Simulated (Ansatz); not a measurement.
# CuSn3 (I4/mmm) in Ansatz: a series of runs

One crystal, CuSn3, is run at these levels: r2SCAN; tasks: single point, equation of state.

All numbers are computed with Ansatz 0.2.0; they aren't measurements. Logs are shortened: lines on timing, memory, paths and dates and some standing lists are left out, and cuts for length are marked.

### Step 1. The structure

It takes space group I4/mmm (No. 139, tetragonal). Conventional cell: a = 4.480 Å, b = 4.480 Å, c = 9.741 Å, α = 90.00°, β = 90.00°, γ = 90.00°. Sn (site symmetry 4/mmm) has 4 Cu at 3.17 Å and 8 Sn at 3.31 Å as nearest neighbours. Sn (site symmetry -4m2) has 8 Sn at 3.17 to 3.31 Å and 4 Cu at 3.31 Å as nearest neighbours. Cu (site symmetry 4/mmm) has 12 Sn at 3.17 to 3.31 Å as nearest neighbours.

The cell comes from a database or a generator and needn't be the stable form of this composition.

### Step 2. Single point, r2SCAN, 22.97 Å³/atom (volume scaled by 0.94)

input.yaml reads:

```yaml
crystal:
  lattice:
    - [-2.1941778637, 2.1941778637, 4.7712739781]
    - [2.1941778637, -2.1941778637, 4.7712739781]
    - [2.1941778637, 2.1941778637, -4.7712739781]
  atoms:
    - { symbol: Sn, position: [0.5, 0.5, 0.0] }
    - { symbol: Sn, position: [0.25, 0.75, 0.5] }
    - { symbol: Sn, position: [0.75, 0.25, 0.5] }
    - { symbol: Cu, position: [0.0, 0.0, 0.0] }
hamiltonian:
  xc: r2scan
  pseudopotentials: { kind: paw }
kpoints:
  mp_grid: { grid: [8, 8, 8] }
scf:
  occupations: { method: fermi_dirac, width: 0.05 }
output:
  forces: true
  stress: true
  eigenvalues: true
```

Potentials or basis: Ansatz PAW.

Command:

```bash
ansatz run input.yaml --threads 2 --pin off --max-ram 5632MiB --backend cpu --events-out ev --progress --plain --runs-dir out
```

Log:

```text
Warning: RAYON_NUM_THREADS=2 ignored (pool sized by the plan → 2); use --threads N
Engine: ansatz 0.2.0, x86_64-unknown-linux-gnu
Pseudopotentials: kind: paw
Pseudopotential: Sn, paw, valence charge 14, recommended cutoff 500 eV (meta_gga), Sn.paw.azcp
Pseudopotential: Cu, paw, valence charge 19, recommended cutoff 500 eV (meta_gga), Cu.paw.azcp
Functional definition: r2SCAN
  parameter k0 = 0.174
  parameter k1 = 0.065
  parameter a1 = 4.9479
  exchange = r2scan_x(k0 = k0, k1 = k1, a1 = a1)
  correlation = r2scan_c
Crystal: 4 atoms, lattice volume = 91.884 Å³
Basis set: ecut = 500 eV, 2317 PW (Γ), exchange–correlation on 180×180×180 points (64 copies of the dense FFT grid, shifted against one another)
Bands: 37, of which v1, the nominal top of the filled ones, is band 31 counted from 1 (30 counted from 0)
Symmetry: 16 space group operations
Space group: I4/mmm (ITA 139), of the structure as read, at distance tolerance 4.5e-5 Å
k-points: 59 of 512
Non-local potential: Sn, projectors of the file, l = 0: 2, l = 1: 2, l = 2: 2, l = 3: 2
Non-local potential: Cu, projectors of the file, l = 0: 3, l = 1: 2, l = 2: 3, l = 3: 1
PAW form: soft (Blöchl's): semilocal exchange-correlation on the pseudo side does not see the compensation charge
PAW frozen core: Sn, regenerated for the run's functional (the file was generated under x = pbe(κ = 0.804, μ = 0.2195149727645171), c = pbe(β = 0.06672455060314922))
PAW frozen core: Cu, regenerated for the run's functional (the file was generated under x = pbe(κ = 0.804, μ = 0.2195149727645171), c = pbe(β = 0.06672455060314922))
PAW one-centre angular grid: Sn, 590 points (default); XC on 249 of its mesh's 2787 points in the sphere
PAW one-centre angular grid: Cu, 590 points (default); XC on 160 Gauss nodes
Initial density: superposition of atomic densities (neutral atoms: chi_scale 0, normalization atom), corrected by the library's trained network
Initial wavefunctions: pseudopotential atomic-orbital guess
Functional: x = r2scan, c = r2scan; τ floored in thin density (d = 2e-4 eV/Å³)
SCF iter   1: F=—  HF=-24745.634564 eV  |F-HF|=—  |Δ(HF+E_count)|=         —  Δρ=2.42e-2  dr2=3.59e-1  dr2_τ=2.17e-3  ethr=1.77e-3  ⟨swp⟩=7.1  Hψ=9077  notcnv=0  defer=4
preconditioner: auto → Kerker (q_TF=auto, 2.548 Å⁻¹)  [metal: Δε(μ)=0.009 eV  Ē_g=17.788 eV  σ=0.050 eV  W_gap=0.05  n_scr=30 (ndim 8)  ℏωp=28.2 eV  f_vac=0.000  D(μ)=2.27/eV (n_scr^D=14)]
SCF iter   2: F=—  HF=-24745.652178 eV  |F-HF|=—  |Δ(HF+E_count)|=   1.76e-2  Δρ=1.72e-2  dr2=1.46e-1  dr2_τ=2.14e-3  ethr=5.88e-4  ⟨swp⟩=2.0  Hψ=4775  notcnv=0  defer=64
SCF iter   3: F=—  HF=-24745.609087 eV  |F-HF|=—  |Δ(HF+E_count)|=   4.31e-2  Δρ=5.75e-3  dr2=2.61e-2  dr2_τ=1.39e-4  ethr=2.39e-4  ⟨swp⟩=2.0  Hψ=4262  notcnv=0  defer=64
SCF iter   4: F=—  HF=-24745.605302 eV  |F-HF|=—  |Δ(HF+E_count)|=   3.78e-3  Δρ=1.12e-3  dr2=6.73e-4  dr2_τ=5.98e-6  ethr=4.28e-5  ⟨swp⟩=2.0  Hψ=3144  notcnv=0  defer=64
SCF iter   5: F=—  HF=-24745.605964 eV  |F-HF|=—  |Δ(HF+E_count)|=   6.61e-4  Δρ=6.15e-4  dr2=2.69e-4  dr2_τ=1.86e-6  ethr=1.10e-6  ⟨swp⟩=2.0  Hψ=3916  notcnv=0  defer=64
SCF iter   6: F=—  HF=-24745.606135 eV  |F-HF|=—  |Δ(HF+E_count)|=   1.72e-4  Δρ=3.42e-4  dr2=1.12e-4  dr2_τ=5.39e-7  ethr=4.41e-7  ⟨swp⟩=2.0  Hψ=2804  notcnv=0  defer=64
SCF iter   7: F=—  HF=-24745.606168 eV  |F-HF|=—  |Δ(HF+E_count)|=   3.24e-5  Δρ=1.14e-4  dr2=1.38e-5  dr2_τ=6.07e-8  ethr=1.84e-7  ⟨swp⟩=2.0  Hψ=2791  notcnv=0  defer=64
SCF iter   8: F=—  HF=-24745.606192 eV  |F-HF|=—  |Δ(HF+E_count)|=   2.43e-5  Δρ=1.80e-5  dr2=5.18e-7  dr2_τ=9.13e-9  ethr=2.27e-8  ⟨swp⟩=2.0  Hψ=2798  notcnv=0  defer=64
SCF iter   9: F=—  HF=-24745.606192 eV  |F-HF|=—  |Δ(HF+E_count)|=   4.13e-7  Δρ=1.19e-5  dr2=1.90e-7  dr2_τ=3.77e-10  ethr=1.64e-10  ⟨swp⟩=9.3  Hψ=9721  notcnv=0
SCF iter  10: F=-24745.606193 eV  HF=-24745.606193 eV  |F-HF|=5.05e-9  |Δ(HF+E_count)|=   4.22e-8  Δρ=1.75e-6  dr2=6.63e-9  dr2_τ=5.74e-11  ethr=1.64e-10  ⟨swp⟩=5.2  Hψ=7118  notcnv=0
SCF 1 converged in 10 iterations: F = -24745.606193 eV  dr2 = 6.63e-9
SCF converged after 10 iterations
Free energy (F): -24745.606193 eV
Harris-Foulkes:  -24745.606193 eV  (|F-HF|=5.05e-9)
Internal energy: -24745.587441 eV  (E = F + TS)
E sigma→0 (E₀):  -24745.596817 eV
Entropy (-TS):   -0.018751 eV (-4.688 meV/atom)
Fermi energy:    11.892553 eV
--- Per-component energies (eV) ---
  E_band       = -699.108647
  E_kinetic    = 858.534845
  E_local      = -7481.645627  (includes V_loc(G=0)·N_el)
  E_nonlocal   = 306.160165
  E_hartree    = 3809.961987
  E_xc         = -1206.946887
  E_vxc        = -436.690423  (∫ρ·V_xc dr)
  E_paw        = -14161.692599  (= ΣΔE_a)
  E_vpaw       = -1594.287123  (= ΣTr[D̂ρ^β])
  E_aug_tail   = 0.000147  (compensation charges beyond the density's cutoff)
  E_vtau       = 28.898219  (kinetic-family band-sum trace: ∫τ·v_τ [+ j·A + Jᵃ·Aᵃ] dr)
  E_ewald      = -6871.864324
  E_core_change = 1.904852  (= ΣΔE_core)
  E_smearing   = -0.018751  (= −TS)
  E_closure    = 0.000000  (closes the sum)
  Σ components = -24745.606193   (vs F -24745.606193, Δ=0.00e0)
--- Forces (eV/Å), atoms counted from 1 ---
  atom   1  Sn     0.00000000     0.00000000     0.00000000
  atom   2  Sn    -0.00000000     0.00000000     0.00000000
  atom   3  Sn     0.00000000    -0.00000000    -0.00000000
  atom   4  Cu     0.00000000     0.00000000    -0.00000000
  max |Σ_I F_I| component: 1.13e-28 eV/Å
--- Stress (GPa, compression-positive) ---
        0.413991       0.000000       0.000000
        0.000000       0.413991       0.000000
        0.000000       0.000000       1.048916
  P = ⅓ Tr σ = 0.6256 GPa (6.256 kbar)
--- Band table (eV; the first three rows and the last of 59) ---
  k-point 0: bands = ["-104.2510", "-60.1054", "-60.1054", "-60.0912", "-10.6936", "-10.5538", "-10.5515", "-10.4822", "-10.4822", "-10.4759", "-10.4759", "-10.3848", "-10.3801", "-10.3461", "-10.3435", "-10.3049", "-10.2911", "-10.2911", "-10.1921", "-0.0398", "6.6772", "7.7380", "8.5150", "8.7133", "8.7133", "8.9364", "9.2628", "9.7064", "10.6308", "10.6308", "11.5219", "11.5219", "12.6666", "13.3897", "13.4363", "16.7034", "16.7034"]
  k-point 1: bands = ["-104.2510", "-60.1054", "-60.1054", "-60.0912", "-10.6628", "-10.5406", "-10.5345", "-10.4912", "-10.4726", "-10.4724", "-10.4712", "-10.3793", "-10.3744", "-10.3596", "-10.3449", "-10.3162", "-10.3072", "-10.2976", "-10.2239", "0.2228", "6.7122", "6.9999", "7.7368", "8.8201", "8.8351", "9.0731", "9.4235", "9.5857", "9.9620", "10.5910", "10.7623", "12.0319", "14.0380", "14.6899", "14.6976", "14.7499", "17.0840"]
  k-point 2: bands = ["-104.2510", "-60.1054", "-60.1054", "-60.0912", "-10.6136", "-10.5179", "-10.5173", "-10.4653", "-10.4632", "-10.4609", "-10.4488", "-10.4254", "-10.3757", "-10.3690", "-10.3415", "-10.3381", "-10.3326", "-10.3233", "-10.2523", "1.0080", "5.7326", "6.4718", "7.4057", "8.4022", "8.7962", "9.0426", "9.5307", "9.5309", "9.7358", "9.7991", "10.5284", "11.2609", "14.9186", "16.7852", "16.8314", "17.0362", "18.0966"]
  k-point 58: bands = ["-104.2510", "-60.1054", "-60.1054", "-60.0912", "-10.6876", "-10.5974", "-10.5886", "-10.5886", "-10.5277", "-10.4480", "-10.3737", "-10.3737", "-10.3582", "-10.3522", "-10.3191", "-10.2818", "-10.2818", "-10.2655", "-10.1922", "1.1962", "2.5375", "7.6995", "8.6026", "8.6026", "9.1403", "9.2462", "9.2462", "9.2645", "9.7628", "11.2264", "14.8378", "14.8378", "14.9224", "15.0539", "16.4625", "17.6557", "17.6557"]
```

It took 14 s on 2 threads of Intel Xeon Platinum 8375C at 2.90GHz (Ice Lake), shared host; peak memory 0.92 GiB.

Results:

```
Free energy            : -24745.6062 eV
Pressure               : 0.6 GPa
Band gap on the k mesh : none (metal or under the smearing width)
```

Caveat: the PAW data sets come from PBE, with cores solved anew for the run's functional, which leaves a small shift of forces and pressure.

### Step 3. Single point, r2SCAN, 23.46 Å³/atom (volume scaled by 0.96)

Edit input.yaml of step 2 so:

```diff
@@ -2,5 +2,5 @@
   lattice:
-    - [-2.1941778637, 2.1941778637, 4.7712739781]
-    - [2.1941778637, -2.1941778637, 4.7712739781]
-    - [2.1941778637, 2.1941778637, -4.7712739781]
+    - [-2.2096303296, 2.2096303296, 4.8048756061]
+    - [2.2096303296, -2.2096303296, 4.8048756061]
+    - [2.2096303296, 2.2096303296, -4.8048756061]
   atoms:
```

Potentials or basis: Ansatz PAW.

Command:

```bash
ansatz run input.yaml --threads 2 --pin off --max-ram 5632MiB --backend cpu --events-out ev --progress --plain --runs-dir out
```

Run time: 15 s. Hardware: 2 threads of Intel Xeon Platinum 8375C at 2.90GHz (Ice Lake), shared host; peak memory 0.91 GiB.

The run converged. Its results:

```yaml
Free_energy: -24745.6062 eV
Pressure: -0.6 GPa
Band_gap_on_the_k_mesh: none (metal or under the smearing width)
```

Caveat: the PAW data sets come from PBE, with cores solved anew for the run's functional, which leaves a small shift of forces and pressure.

### Step 4. Single point, r2SCAN, 23.95 Å³/atom (volume scaled by 0.98)

Edit input.yaml of step 3 so:

```diff
@@ -2,5 +2,5 @@
   lattice:
-    - [-2.2096303296, 2.2096303296, 4.8048756061]
-    - [2.2096303296, -2.2096303296, 4.8048756061]
-    - [2.2096303296, 2.2096303296, -4.8048756061]
+    - [-2.224869641, 2.224869641, 4.8380137264]
+    - [2.224869641, -2.224869641, 4.8380137264]
+    - [2.224869641, 2.224869641, -4.8380137264]
   atoms:
```

Command:

```bash
ansatz run input.yaml --threads 2 --pin off --max-ram 5632MiB --backend cpu --events-out ev --progress --plain --runs-dir out
```

Wall time 14 s (2 threads of Intel Xeon Platinum 8375C at 2.90GHz (Ice Lake), shared host); peak memory 0.92 GiB.

It converged, with:

- Free energy: -24745.5921 eV
- Pressure: -1.7 GPa
- Band gap on the k mesh: none (metal or under the smearing width)

Caveat: the PAW data sets come from PBE, with cores solved anew for the run's functional, which leaves a small shift of forces and pressure.

### Step 5. Single point, r2SCAN, 24.44 Å³/atom

Edit input.yaml of step 4 so:

```diff
@@ -2,5 +2,5 @@
   lattice:
-    - [-2.224869641, 2.224869641, 4.8380137264]
-    - [2.224869641, -2.224869641, 4.8380137264]
-    - [2.224869641, 2.224869641, -4.8380137264]
+    - [-2.239903, 2.239903, 4.870704]
+    - [2.239903, -2.239903, 4.870704]
+    - [2.239903, 2.239903, -4.870704]
   atoms:
@@ -21 +21,5 @@
   eigenvalues: true
+  write_density: true
+  write_potential: true
+  elf: true
+  volumetric_format: npy
```

Command:

```bash
ansatz run input.yaml --threads 2 --pin off --max-ram 5632MiB --backend cpu --events-out ev --progress --plain --runs-dir out
```

Wall time 16 s (2 threads of Intel Xeon Platinum 8375C at 2.90GHz (Ice Lake), shared host); peak memory 0.91 GiB.

Results (log left out):

| Item | Value |
| --- | --- |
| Free energy | -24745.5654 eV |
| Pressure | -2.7 GPa |
| Band gap on the k mesh | none (metal or under the smearing width) |

Caveat: the PAW data sets come from PBE, with cores solved anew for the run's functional, which leaves a small shift of forces and pressure.

### Step 6. Single point, r2SCAN, 24.93 Å³/atom (volume scaled by 1.02)

Edit input.yaml of step 5 so:

```diff
@@ -2,5 +2,5 @@
   lattice:
-    - [-2.239903, 2.239903, 4.870704]
-    - [2.239903, -2.239903, 4.870704]
-    - [2.239903, 2.239903, -4.870704]
+    - [-2.254737227, 2.254737227, 4.9029612579]
+    - [2.254737227, -2.254737227, 4.9029612579]
+    - [2.254737227, 2.254737227, -4.9029612579]
   atoms:
@@ -21,5 +21 @@
   eigenvalues: true
-  write_density: true
-  write_potential: true
-  elf: true
-  volumetric_format: npy
```

Potentials or basis: Ansatz PAW.

Command:

```bash
ansatz run input.yaml --threads 2 --pin off --max-ram 5632MiB --backend cpu --events-out ev --progress --plain --runs-dir out
```

Wall time 13 s (2 threads of Intel Xeon Platinum 8375C at 2.90GHz (Ice Lake), shared host); peak memory 0.92 GiB.

Results (log left out):

| Item | Value |
| --- | --- |
| Free energy | -24745.5275 eV |
| Pressure | -3.5 GPa |
| Band gap on the k mesh | none (metal or under the smearing width) |

Caveat: the PAW data sets come from PBE, with cores solved anew for the run's functional, which leaves a small shift of forces and pressure.

### Step 7. Single point, r2SCAN, 25.41 Å³/atom (volume scaled by 1.04)

Edit input.yaml of step 6 so:

```diff
@@ -2,5 +2,5 @@
   lattice:
-    - [-2.254737227, 2.254737227, 4.9029612579]
-    - [2.254737227, -2.254737227, 4.9029612579]
-    - [2.254737227, 2.254737227, -4.9029612579]
+    - [-2.2693787881, 2.2693787881, 4.9347995608]
+    - [2.2693787881, -2.2693787881, 4.9347995608]
+    - [2.2693787881, 2.2693787881, -4.9347995608]
   atoms:
@@ -21 +21,5 @@
   eigenvalues: true
+  write_density: true
+  write_potential: true
+  elf: true
+  volumetric_format: npy
```

Command:

```bash
ansatz run input.yaml --threads 2 --pin off --max-ram 5632MiB --backend cpu --events-out ev --progress --plain --runs-dir out
```

Wall time 15 s (2 threads of Intel Xeon Platinum 8375C at 2.90GHz (Ice Lake), shared host); peak memory 0.92 GiB.

Results (log left out):

- Free energy: -24745.4796 eV
- Pressure: -4.3 GPa
- Band gap on the k mesh: none (metal or under the smearing width)

Caveat: the PAW data sets come from PBE, with cores solved anew for the run's functional, which leaves a small shift of forces and pressure.

### Step 8. Single point, r2SCAN, 25.90 Å³/atom (volume scaled by 1.06)

Edit input.yaml of step 7 so:

```diff
@@ -2,5 +2,5 @@
   lattice:
-    - [-2.2693787881, 2.2693787881, 4.9347995608]
-    - [2.2693787881, -2.2693787881, 4.9347995608]
-    - [2.2693787881, 2.2693787881, -4.9347995608]
+    - [-2.2838338198, 2.2838338198, 4.9662322526]
+    - [2.2838338198, -2.2838338198, 4.9662322526]
+    - [2.2838338198, 2.2838338198, -4.9662322526]
   atoms:
```

Command:

```bash
ansatz run input.yaml --threads 2 --pin off --max-ram 5632MiB --backend cpu --events-out ev --progress --plain --runs-dir out
```

Run time: 15 s. Hardware: 2 threads of Intel Xeon Platinum 8375C at 2.90GHz (Ice Lake), shared host; peak memory 0.91 GiB.

It converged, with:

```
Free energy            : -24745.4229 eV
Pressure               : -5.0 GPa
Band gap on the k mesh : none (metal or under the smearing width)
```

Caveat: the PAW data sets come from PBE, with cores solved anew for the run's functional, which leaves a small shift of forces and pressure.

### Step 9. Equation of state, r2SCAN

Potentials or basis: Ansatz PAW.

This step only gathers the single runs of the series.

What came out:

```yaml
Equilibrium_volume: 23.21 Å³/atom
Bulk_modulus_at_fixed_shape_and_positions: 58 GPa
Pressure_derivative_of_the_bulk_modulus: 4.5
```

Energy against volume, from the lowest point:
```tsv
volume (Å³/atom)	energy (meV/atom)
22.971	0.00
23.460	0.00
23.948	3.53
24.437	10.20
24.926	19.68
25.415	31.64
25.903	45.82
```

Caveat: the cell was scaled at fixed shape and fractional positions, which overstates the stiffness of a crystal with free parameters, most of all of layers and chains; the PAW data sets were made with another functional, which shifts forces and pressure a little.
